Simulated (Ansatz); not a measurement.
**CaMg: a line through a two-coordinate scan**

One table from this session's results is given with a row withheld; the runs are named, their logs left out.

Program: Ansatz 0.2.0. Level of theory: DFT LDA, scalar-relativistic, plane waves, PAW. These are calculated values, not measurements.

28 further runs of the same task are left out: 28 set aside as unsound or not needed.

### Starting point

The structure is cubic, space group Pm-3m (No. 221). The conventional cell has a = 3.858 Å, b = 3.858 Å, c = 3.858 Å, α = 90.00°, β = 90.00°, γ = 90.00°. Ca (site symmetry m-3m) has 8 Mg at 3.34 Å as nearest neighbours. Around Mg (site symmetry m-3m) lie 8 Ca at 3.34 Å.

Structure file:

```
Ca Mg
1.0
     3.85827    0.00000    0.00000
     0.00000    3.85827    0.00000
     0.00000    0.00000    3.85827
Ca Mg
1 1
Direct
  0.00000 0.00000 0.00000
  0.50000 0.50000 0.50000
```

It goes back to an entry of the Materials Project, which need not be the stable form.

This cell was relaxed beforehand with the same method: volume 28.72 Å³/atom, gap on the mesh none (metal).

### The scan

The energy is mapped over volume and the cell's shape.

First coordinate, volume per atom: 7 values from 24.12 to 33.31 Å³. Second coordinate, c/a of the conventional cell: 9 values from 0.870 to 1.518.

Nothing else is relaxed (symmetry fixes all fractional coordinates). Energies count from the relaxed crystal. Points are written as (first, second).

Set-up of the first run:

The input, input.yaml:

```yaml
crystal:
  lattice:
    - [3.242050695, 0.0, 0.0]
    - [0.0, 3.242050695, 0.0]
    - [0.0, 0.0, 4.590095374]
  atoms:
    - { symbol: Ca, position: [0.0, 0.0, 0.0] }
    - { symbol: Mg, position: [0.5, 0.5, 0.5] }
basis:
  ecutwfc: 520.0
kpoints:
  mp_grid: { grid: [14, 14, 14] }
hamiltonian:
  xc: lda
scf:
  occupations: { method: gaussian, width: 0.15 }
output:
  forces: true
  stress: true
  eigenvalues: true
```

Run with:

```sh
> ansatz run input.yaml --threads 1 --pin off --max-ram 2048MiB --backend cpu --events-out ev --progress --plain --runs-dir out
```

Steps of the session up to this table: Grid point (24.12 Å³, 1.416); The run at (25.65 Å³, 1.416); Grid point (28.72 Å³, 1.416); Grid point (30.25 Å³, 1.416); Point (31.78 Å³, 1.416); The run at (33.31 Å³, 1.416).

One of the session's tables, all rows but one given; the rest of the session is left out.

| volume per atom (Å³) | energy (meV/atom) | slope (meV/atom per Å³) | pressure (GPa) |
| --- | --- | --- | --- |
| 24.12 | 133 | −42 | 6.7 |
| 25.65 | 83 | −25 | 4.0 |
| 27.19 | 56 | −11 | 1.8 |
| 28.72 | ? | ? | ? |
| 30.25 | 53 | 7 | −1.2 |
| 31.78 | 69 | 14 | −2.2 |
| 33.31 | 94 | 19 | −3.0 |

**Question.** Estimate the row for volume per atom (Å³) = 28.72.

Worked estimate for «energy (meV/atom)». A straight line through the neighbours (27.19, 56) and (30.25, 53) gives 56 + (53 − 56) × (28.72 − 27.19) / (30.25 − 27.19) = 54; a parabola fitted to 4 rows on both sides gives 47.

The run gave: energy (meV/atom): 47; slope (meV/atom per Å³): −1; pressure (GPa): 0.1. In «energy (meV/atom)» the line misses by +7 and the parabola by +0.

Energies count from the relaxed crystal. Rows without a step come from runs not printed here or follow by symmetry. Slopes come from the forces (and the stress, where the cell changes), not from differences of energies.

The lowest point of the line is at 28.72 Å³, 47 meV/atom from the zero. Energies and slopes round the minimum, fitted together, put the minimum at 28.840 Å³, with a curvature of about 6 meV/atom per (Å³)². V·d²E/dV² there is about 27 GPa, a bulk modulus under this line's constraint. The well is lopsided: two grid steps out, the energy rises by 36 meV/atom towards smaller values and 22 meV/atom towards larger ones. The highest point computed, at 24.12 Å³, lies 86 meV/atom above the lowest. This is one cut through a surface in two coordinates; the map's lowest point lies off it.
